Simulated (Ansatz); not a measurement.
# CH₅BClNO: a ladder of functionals and wavefunction methods

One table from this session's results is given with a row withheld; the runs are named, their logs left out.

The runs use Ansatz 0.2.0, Gaussian basis; functionals in def2-TZVPP, the program's frozen cores in correlated methods.

Levels to be run: PBE-D4, r2SCAN-D4, PBE0-D4, B3LYP-D4, ωB97X-V, ωB97M-V, B2PLYP; CCSD(T)/def2-TZVPP; MP2/def2-QZVPP; extrapolation to the limit.

**Structure used throughout**

The geometry comes from an earlier relaxation with PBE0-D4 in a triple-zeta def2 set; it is a stationary point, not always the lowest conformer.

SMILES `CNB(O)Cl`, 10 atoms, charge 0, spin multiplicity 1.

Atoms are counted from 1 here; the program's logs count them from 0.

Bond lengths: C1–N2 1.441 Å, C1–H6 1.095 Å, C1–H7 1.092 Å, C1–H8 1.094 Å, N2–B3 1.400 Å, N2–H9 1.006 Å, B3–O4 1.361 Å, B3–Cl5 1.778 Å, O4–H10 0.959 Å. Angles: N2–C1–H6 112.0°, N2–C1–H7 110.6°, N2–C1–H8 111.7°, H6–C1–H7 107.1°, H6–C1–H8 108.3°, H7–C1–H8 106.9°, C1–N2–B3 127.9°, C1–N2–H9 114.9°, B3–N2–H9 117.2°, N2–B3–O4 126.0°, N2–B3–Cl5 117.8°, O4–B3–Cl5 116.2°, B3–O4–H10 114.1°.

The first run:

in.yaml reads:

```yaml
crystal:
  periodic: [false, false, false]
  atoms:
    - {symbol: C, position_ang: [-0.842992, -0.960490, 0.094891]}
    - {symbol: N, position_ang: [-0.295200, 0.304731, 0.512823]}
    - {symbol: B, position_ang: [0.807738, 0.982253, -0.021357]}
    - {symbol: O, position_ang: [1.583104, 0.558810, -1.056304]}
    - {symbol: Cl, position_ang: [1.254229, 2.542388, 0.706244]}
    - {symbol: H, position_ang: [-1.866285, -0.859625, -0.280199]}
    - {symbol: H, position_ang: [-0.246333, -1.389927, -0.712478]}
    - {symbol: H, position_ang: [-0.846550, -1.689928, 0.910469]}
    - {symbol: H, position_ang: [-0.778128, 0.743491, 1.278501]}
    - {symbol: H, position_ang: [1.313616, -0.282802, -1.429590]}
basis:
  gaussian: {orbitals: def2-TZVPP}
hamiltonian: {xc: pbe, dispersion: d4}
output: {forces: true, orbitals: {seedname: orbitals}}
```

On the command line:

```bash
$ ansatz run in.yaml --threads 4 --pin off --events-out ev --progress --plain --max-ram 10444MiB
```

Among the steps run: PBE-D4 (GGA); r2SCAN-D4 (meta-GGA); PBE0-D4 (hybrid); B3LYP-D4 (hybrid); ωB97X-V (range-separated); ωB97M-V (range-separated); B2PLYP (double hybrid); CCSD(T) in def2-TZVPP; MP2 in def2-QZVPP.

One of the session's tables, all rows but one given; the rest of the session is left out.

It belongs to the step «Atomisation energies». 

```
            method  atomisation energy (eV)
            PBE-D4                   42.029
         r2SCAN-D4                   41.126
           PBE0-D4                   41.180
          B3LYP-D4                   41.027
           ωB97X-V                   41.060
           ωB97M-V                   41.229
            B2PLYP                   40.627
     HF/def2-TZVPP                   29.735
    MP2/def2-TZVPP                   40.775
   CCSD/def2-TZVPP                   39.170
CCSD(T)/def2-TZVPP                   39.804
           MP2/CBS                   41.884
       CCSD(T)/CBS                        ?
```

**Question.** Estimate the row for CCSD(T)/CBS.

As computed: atomisation energy (eV): 40.914. In the column «atomisation energy (eV)» it lies between MP2/def2-TZVPP (40.775) and B3LYP-D4 (41.027).

To keep in mind: Free atoms (1 C, 1 N, 1 B, 1 O, 1 Cl, 5 H) were run apart at each level; the atomisation energy is their sum less the molecule, without zero-point or spin-orbit terms.
